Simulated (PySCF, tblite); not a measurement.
**C₆H₁₃NOSi: geometry, infrared bands and NMR shifts**

Wanted: the infrared bands and NMR shifts of C₆H₁₃NOSi (`C/N=C/[C@@H]1COCC[SiH2]1`), by calculation.

Computed with tblite 0.8.0 and PySCF 2.14.0, with density-fitted response routines of our own, on a single molecule in the gas phase. Atoms count from 0, in the outputs and in this text.

### Step 1. Starting geometry

22 atoms, charge 0, multiplicity 1; geometry from: force field or distance geometry start.

Bonds of the start (Å): C0–N1 1.43, N1–C2 1.27, C2–C3 1.51, C3–C4 1.54, C4–O5 1.38, O5–C6 1.40, C6–C7 1.50, C7–Si8 1.87, Si8–C3 1.82, C0–H9 1.08, C0–H10 1.12, C0–H11 1.11, C2–H12 1.07, C3–H13 1.11, C4–H14 1.12, C4–H15 1.10, C6–H16 1.13, C6–H17 1.12, C7–H18 1.10, C7–H19 1.10, Si8–H20 1.50, Si8–H21 1.45.

### Step 2. Geometry optimisation with GFN2-xTB

What the job is given:

```
{"job": {"kind": "relax", "xc": "GFN2-xTB", "basis": "xTB"}, "charge": 0, "multiplicity": 1}
C      3.717600    -0.233700     0.370500
N      2.357000     0.012700     0.729500
C      1.464700     0.392500    -0.083100
C      0.086700     0.599000     0.502100
C     -0.444800    -0.801900     0.845900
O     -1.795600    -0.661500     1.107400
C     -2.456700    -0.948200    -0.091600
C     -2.444100     0.217900    -1.032200
Si    -1.062300     1.422900    -0.643100
H      4.135400     0.600300    -0.181000
H      4.270300    -0.362000     1.339600
H      3.766300    -1.224400    -0.116800
H      1.664900     0.567100    -1.115900
H      0.250100     1.145500     1.456600
H     -0.332500    -1.440800    -0.069700
H      0.142600    -1.242400     1.663800
H     -1.908500    -1.827700    -0.533800
H     -3.475800    -1.304400     0.195900
H     -2.332800    -0.143300    -2.065400
H     -3.420600     0.719100    -0.945100
H     -1.718100     2.547700     0.108000
H     -0.474200     1.984500    -1.843100
```

Command:

```sh
OMP_NUM_THREADS=1 python probes_run.py task.json out
```

This one command runs all jobs of the session in turn.

**Question.** This job is followed by: GFN2-xTB harmonic vibrations, gas phase; GIAO PBE0/pcSseg-1 NMR shielding, non-relativistic, gas phase. Predict these results of the whole session: strongest single infrared mode (GFN2-xTB); zero-point energy (GFN2-xTB); ¹³C shifts against TMS (PBE0/pcSseg-1); ¹H shifts against TMS (PBE0/pcSseg-1, means over atoms taken as alike); ¹⁵N shifts against NH3 (PBE0/pcSseg-1); ¹⁷O shifts against H2O (PBE0/pcSseg-1); ²⁹Si shifts against TMS (PBE0/pcSseg-1); surface potential, 1st and 99th percentile.

As calculated:

| quantity | value |
| --- | --- |
| strongest single infrared mode (GFN2-xTB) | 2293 cm⁻¹, 299 km/mol |
| zero-point energy (GFN2-xTB) | 111.8 kcal/mol |
| ¹³C shifts against TMS (PBE0/pcSseg-1) | 164.9, 74.2, 71.2, 51.4, 36.3, 11.2 ppm |
| ¹H shifts against TMS (PBE0/pcSseg-1, means over atoms taken as alike) | 7.45, 4.56, 4.52, 4.05, 4.01, 3.55, 3.52, 3.40, 2.63, 1.18, 0.55 ppm |
| ¹⁵N shifts against NH3 (PBE0/pcSseg-1) | 365.0 ppm |
| ¹⁷O shifts against H2O (PBE0/pcSseg-1) | 47.0 ppm |
| ²⁹Si shifts against TMS (PBE0/pcSseg-1) | -53.2 ppm |
| surface potential, 1st and 99th percentile | -1.67 V and 0.83 V |

What this shows: Relaxing lowered the energy by 1.026 eV in 187 steps; the close pair that moved most is C3–Si8, from 1.819 to 1.918 Å. All 60 modes are real, so the xTB geometry is a minimum. The strongest single mode, at 2293 cm⁻¹, moves mainly H20. Unscaled tight-binding wavenumbers are off by several per cent, some by more. Its intensities can rank the bands wrongly. At PBE0/pcSseg-1: The widest tensor belongs to N1: span 699 ppm, with a paramagnetic part of -424 ppm.
